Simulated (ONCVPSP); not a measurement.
**Lanthanum: generating and testing an ONCV potential**

Do these settings give a usable potential? It is generated, then checked for transferability, scattering, ghosts and hardness.

Method: ONCVPSP 4.0.1.1 (patched build), PBE, scalar-relativistic.

### 1 Starting point

The settings as typed:

| Quantity | Value |
| --- | --- |
| element | lanthanum (La, Z = 57) |
| type | optimised norm-conserving Vanderbilt (ONCV) |
| frozen core | [Kr] |
| valence charge | 21 |
| reference configuration | 4d10 5s2 5p6 5d1 6s2 |
| partial waves | 5s+6s: rc 3.00 bohr, ncon 5, nbas 9, qcut 5.1 1/bohr, 2 projectors; 5p: rc 1.85 bohr, ncon 5, nbas 9, qcut 4.9 1/bohr, 2 projectors, debl 1.9 Ha; 4d+5d: rc 1.35 bohr, ncon 4, nbas 9, qcut 12.6 1/bohr, 2 projectors; f scattering state at 0.08 Ha: rc 2.80 bohr, ncon 3, nbas 8, qcut 4.1 1/bohr, 2 projectors, debl 2.2 Ha |
| local potential | polynomial inside 0.90 bohr (lpopt 4, dvloc0 4 Ha) |
| core correction | Teter function fitted to the true core (icmod 2), fcfact 0.25 |

The outer shells as boxes (Hund's rule for the drawing; the calculation is spin-unpolarised):

```
[Kr] core
4d [↑↓][↑↓][↑↓][↑↓][↑↓]
5s [↑↓]
5p [↑↓][↑↓][↑↓]
5d [↑ ][  ][  ][  ][  ]
6s [↑↓]
```

The nodes and maxima of the atom's own shells, from an earlier all-electron run, set the scale for the radii.

All-electron outer shells of the reference configuration (PBE, scalar-relativistic, ld1.x):

```tsv
shell	level (eV)	outermost node (bohr)	outermost maximum (bohr)
4d	-103.85	0.32	0.68
5s	-38.92	0.77	1.41
5p	-22.40	0.83	1.58
4f	-4.35	–	0.75
6s	-3.68	1.86	3.84
5d	-3.09	0.95	2.21
6p	-1.35	2.21	4.93
```

### 2 The generation run

La.dat reads:

```
# ATOM AND REFERENCE CONFIGURATION
# atsym  z   nc   nv     iexc    psfile
  La 57.00    8    5        4      upf
#
#   n    l    f
    1    0    2.00
    2    0    2.00
    2    1    6.00
    3    0    2.00
    3    1    6.00
    3    2   10.00
    4    0    2.00
    4    1    6.00
    4    2   10.00
    5    0    2.00
    5    1    6.00
    5    2    1.00
    6    0    2.00
#
# PSEUDOPOTENTIAL AND OPTIMIZATION
# lmax
    3
#
#   l,   rc,      ep,       ncon, nbas, qcut
    0    3.00    0.00    5    9    5.10
    1    1.85    0.00    5    9    4.90
    2    1.35    0.00    4    9   12.60
    3    2.80    0.08    3    8    4.10
#
# LOCAL POTENTIAL
# lloc, lpopt,  rc(5),   dvloc0
    4    4    0.90    4.00
#
# VANDERBILT-KLEINMAN-BYLANDER PROJECTORs
# l, nproj, debl
    0    2    2.30
    1    2    1.90
    2    2    0.60
    3    2    2.20
#
# MODEL CORE CHARGE
# icmod, fcfact, rcfact
    2    0.25    1.15
#
# LOG DERIVATIVE ANALYSIS
# epsh1, epsh2, depsh
   -5.00    5.00    0.04
#
# OUTPUT GRID
# rlmax, drl
    6.00    0.01
#
# TEST CONFIGURATIONS
# ncnf
    4
# nvcnf
#   n    l    f
    5
    4    2   10.00
    5    0    2.00
    5    1    6.00
    5    2    1.00
    6    0    1.00
#
    5
    4    2   10.00
    5    0    2.00
    5    1    6.00
    5    2    1.00
    6    0    0.00
#
    5
    4    2   10.00
    5    0    2.00
    5    1    6.00
    5    2    0.00
    6    0    0.00
#
    5
    4    2   10.00
    5    0    2.00
    5    1    6.00
    5    2    2.00
    6    0    1.00
#
```

Started as:

```
$ oncvpsp.x < La.dat > La.out
```

Q: Predict the outcome of this session. Wanted: cutoffs for 1 and 0.1 mHa per electron, occupied waves; bound ghosts; GHOST(+) flags; largest test error; largest phase difference near zero energy, channels read; rms error of d²Exc/dn², without and with the model core; projector energies reset by the program.

The runs gave:

| quantity | value |
| --- | --- |
| cutoffs for 1 and 0.1 mHa per electron, occupied waves | 58 Ha and 66 Ha |
| bound ghosts | s at -101.99 eV |
| GHOST(+) flags | p at 74 eV, f at 79 eV |
| largest test error (AE − PS) | -8.0 meV, for 4d10 5s2 5p6 5d0 6s0 |
| largest phase difference near zero energy, channels read | 0.125 rad |
| rms error of d²Exc/dn², without and with the model core | 4.04 and 1.79 mHa |
| projector energies reset by the program | f: -0.160, 2.040 Ha |

In words: It has a bound ghost (s), a state that the atom doesn't have, and that rules the file out. The worst unpolarised test, 4d10 5s2 5p6 5d0 6s0, is off by 8.0 meV on 35.8 eV; by total energies transferability rates as good. Atomic tests can pass in spite of a ghost, since they solve only for the levels asked. By its cutoff, 58 Ha for the looser tolerance, it is hard. Of the channels read, f scatters worst near zero energy, by up to 0.12 rad. The pseudo curves have a pole with no partner nearby in the atom's: s at -3.72 Ha. The program also flags highly localised states, GHOST(+) (p, f). All of this concerns the isolated atom, not yet a solid.
